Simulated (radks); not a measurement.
# Ag inside a hard spherical wall

What does compression do to the levels of Ag? A hard sphere of shrinking radius stands in for pressure; the configuration is held at [Kr] 4d10 5s1.

Program: radks (a radial shooting solver on a logarithmic mesh, Libxc functionals) version 1. Level of theory: scalar-relativistic Kohn-Sham, LDA (Slater exchange, VWN5 correlation), spin-polarised, spherical densities, point nucleus; open shells are filled with parallel spins first. These are calculated values, not measurements, unless marked.

### 1 What is computed

* element: silver (Z = 47)
* charge: 0
* electrons: 47
* configuration: [Kr] 4d10 5s1

Outer shells as boxes (Hund's rule):

Ag
```
[Kr] core
4d [↑↓][↑↓][↑↓][↑↓][↑↓]
5s [↑ ]
```

### 2 The free atom

Settings of this run:

```text
Z 47
configuration [Kr] 4d10 5s1 5p0 6s0 4f0
relativity scalar-relativistic
functional lda,vwn5
spin polarised
nucleus point
c 137.035999084
```

### 3 Wall at 15 bohr

Input: that of step 2 with these lines changed.

```diff
@@ -6,2 +6,3 @@
 nucleus point
+wall 15 bohr
 c 137.035999084
```

### 4 Wall at 8 bohr

Input: that of step 3 with these lines changed.

```diff
@@ -6,3 +6,3 @@
 nucleus point
-wall 15 bohr
+wall 8 bohr
 c 137.035999084
```

### 5 Wall at 6 bohr

Input: that of step 4 with these lines changed.

```diff
@@ -6,3 +6,3 @@
 nucleus point
-wall 8 bohr
+wall 6 bohr
 c 137.035999084
```

### 6 Wall at 5 bohr

Input: that of step 5 with these lines changed.

```diff
@@ -6,3 +6,3 @@
 nucleus point
-wall 6 bohr
+wall 5 bohr
 c 137.035999084
```

### 7 Wall at 4 bohr

Input: that of step 6 with these lines changed.

```diff
@@ -6,3 +6,3 @@
 nucleus point
-wall 5 bohr
+wall 4 bohr
 c 137.035999084
```

### 8 Wall at 3 bohr

Input: that of step 7 with these lines changed.

```diff
@@ -6,3 +6,3 @@
 nucleus point
-wall 4 bohr
+wall 3 bohr
 c 137.035999084
```

### 9 Wall at 2.5 bohr

Input: that of step 8 with these lines changed.

```diff
@@ -6,3 +6,3 @@
 nucleus point
-wall 3 bohr
+wall 2.5 bohr
 c 137.035999084
```

### 10 Wall at 2 bohr

Input: that of step 9 with these lines changed.

```diff
@@ -6,3 +6,3 @@
 nucleus point
-wall 2.5 bohr
+wall 2 bohr
 c 137.035999084
```

### 11 Wall at 1.5 bohr

Input: that of step 10 with these lines changed.

```diff
@@ -6,3 +6,3 @@
 nucleus point
-wall 2 bohr
+wall 1.5 bohr
 c 137.035999084
```

What does the calculation give? Wanted: for each run, R; E − E(free); ε(5s); ε(5p, empty); ε(6s, empty); ε(4f, empty); pressure.

The runs gave:

```tsv
R (bohr)	E − E(free) (eV)	ε(5s) (eV)	ε(5p, empty) (eV)	ε(6s, empty) (eV)	ε(4f, empty) (eV)	pressure (GPa)
free	0.000	-4.988	-1.032	-	-	0
15	0.000	-4.988	-1.025	0.448	2.536	< 0.0001
8	0.051	-4.869	-0.521	4.297	7.707	0.0801
6	0.544	-4.148	1.043	11.592	13.297	1.58
5	1.901	-2.703	3.487	21.110	18.805	8.49
4	7.480	1.712	9.931	42.898	28.481	58.6
3	36.701	18.212	31.323	103.91	47.996	616
2.5	93.974	43.463	61.647	179.39	67.249	2615
2	283.69	109.55	135.85	344.95	104.58	14766
1.5	1083.5	315.08	352.10	780.83	194.85	122853
```

**Reading.** Eigenvalues are for spin up. At the tightest wall, 1.5 bohr, the energy stands 1083.5 eV above the free atom and the pressure, −dE/dV, is 122853 GPa. Of the levels in the table that exist at both ends, 5p (empty) rises most from the free atom (353.13 eV). From R = 4 bohr inwards the highest occupied level lies above zero, pushed up by confinement. Shells are not refilled when levels cross, and a hard wall is a model, not a crystal.
